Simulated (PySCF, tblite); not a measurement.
**C6H4BBrF2: geometry, infrared bands, NMR shifts, spin-spin couplings and electronic excitations**

What infrared bands, NMR shifts, spin-spin couplings and electronic excitations should C6H4BBrF2 (`FB(F)c1cccc(Br)c1`) show?

Computed with tblite 0.8.0 and PySCF 2.14.0, with density-fitted response routines of our own, on a single molecule in the gas phase. Atoms count from 0, in the outputs and in this text.

## (1) The molecule as given

14 atoms, charge 0, multiplicity 1; geometry from: force field or distance geometry start.

Bonds of the start (Å): F0–B1 1.44, B1–F2 1.46, B1–C3 1.57, C3–C4 1.42, C4–C5 1.40, C5–C6 1.40, C6–C7 1.40, C7–Br8 1.90, C7–C9 1.39, C9–C3 1.40, C4–H10 1.08, C5–H11 1.09, C6–H12 1.09, C9–H13 1.09.

## (2) Optimising the geometry with GFN2-xTB

Job settings and geometry (Å):

```
{"job": {"kind": "relax", "xc": "GFN2-xTB", "basis": "xTB"}, "charge": 0, "multiplicity": 1}
F      3.113100     1.178100    -0.698000
B      2.429800    -0.005600    -0.235200
F      3.229200    -1.182100     0.106100
C      0.869700    -0.026900    -0.079800
C      0.221500    -1.194600     0.394600
C     -1.173900    -1.213100     0.521100
C     -1.920400    -0.075800     0.200700
C     -1.276800     1.083200    -0.248500
Br    -2.307700     2.623700    -0.687600
C      0.105600     1.101000    -0.386400
H      0.785300    -2.083500     0.638200
H     -1.668300    -2.110500     0.879100
H     -3.003100    -0.099200     0.322400
H      0.595400     2.004700    -0.748700
```

On the command line:

```console
OMP_NUM_THREADS=1 python probes_run.py task.json out
```

One launch serves the whole session: the jobs run in the order shown.

**Question.** This job is followed by: GFN2-xTB harmonic vibrations, gas phase; PBE0-D3(BJ)/def2-SVP geometry optimisation, gas phase; GIAO PBE0/pcSseg-1 NMR shielding, non-relativistic, gas phase; B3LYP/pcJ-1 Br:pcSseg-1 indirect spin-spin coupling, non-relativistic, gas phase; TDDFT CAM-B3LYP/def2-SVPD, vertical, gas phase, core orbitals frozen in the response; GIAO B97-2/pcSseg-1 NMR shielding, non-relativistic, gas phase. What will the session give for the following? strongest single infrared mode (GFN2-xTB); zero-point energy (GFN2-xTB); point group; rotational constants (main isotopes); ¹³C shifts against TMS (PBE0/pcSseg-1); ¹H shifts against TMS (PBE0/pcSseg-1); ¹⁹F shifts against CFCl3 (PBE0/pcSseg-1, means over atoms taken as alike); ¹¹B shifts against BF3·OEt2 (PBE0/pcSseg-1); ⁷⁹Br shifts against HBr (PBE0/pcSseg-1); surface potential, 1st and 99th percentile; largest coupling of the table (B3LYP/pcSseg-1+pcJ-1); lowest singlet (CAM-B3LYP/def2-SVPD); brightest single state of those computed; lowest triplet; vertical ionisation energy (ΔSCF); vertical electron affinity (ΔSCF); range of the shift of Br8.

The runs gave:

```
                                                                 quantity                                         value
                                strongest single infrared mode (GFN2-xTB)                         1288 cm⁻¹, 554 km/mol
                                             zero-point energy (GFN2-xTB)                                 54.4 kcal/mol
                                                              point group                                            Cs
                                     rotational constants (main isotopes)                          1.94, 0.44, 0.36 GHz
                                   ¹³C shifts against TMS (PBE0/pcSseg-1)  146.8, 144.3, 143.5, 141.0, 134.8, 130.0 ppm
                                    ¹H shifts against TMS (PBE0/pcSseg-1)                    8.17, 7.95, 7.80, 7.50 ppm
¹⁹F shifts against CFCl3 (PBE0/pcSseg-1, means over atoms taken as alike)                                     -87.7 ppm
                              ¹¹B shifts against BF3·OEt2 (PBE0/pcSseg-1)                                      24.7 ppm
                                  ⁷⁹Br shifts against HBr (PBE0/pcSseg-1)                                       574 ppm
                                    surface potential, 1st and 99th percentile                            -0.66 V and 1.57 V
                     largest coupling of the table (B3LYP/pcSseg-1+pcJ-1)                      ²J(F,F) F0–F2, -204.8 Hz
                                     lowest singlet (CAM-B3LYP/def2-SVPD)                   4.86 eV (255 nm), f = 0.028
                                 brightest single state of those computed                   state 4, 6.30 eV, f = 0.699
                                                           lowest triplet                                       3.77 eV
                                        vertical ionisation energy (ΔSCF)                                       9.33 eV
                                        vertical electron affinity (ΔSCF)                                       0.18 eV
                                                range of the shift of Br8                                566 to 574 ppm
```

The optimisation took 13 steps and gained 0.651 eV; among the close pairs (by a distance rule), B1–F2 changed most, from 1.463 to 1.319 Å (GFN2-xTB). No mode is imaginary among the 36: a minimum at this level. The strongest single mode, at 1288 cm⁻¹, moves mainly B1. GFN2-xTB is a fitted tight-binding method: band positions and strengths are rough. Its intensities can rank the bands wrongly. By nearest atom (PBE0/pcSseg-1), the HOMO sits on Br8 38 %; C4, C7 about 16 % each and the LUMO on B1 19 %; C3, C6 about 17 % each. Couplings across rotatable bonds belong to this one conformer; where others are populated, the observed values are averages. Density functionals describe couplings to fluorine poorly, F–F couplings above all, so those rows are rough. Spin-orbit coupling is left out, which matters for shieldings and couplings at and beside the heavy atoms.
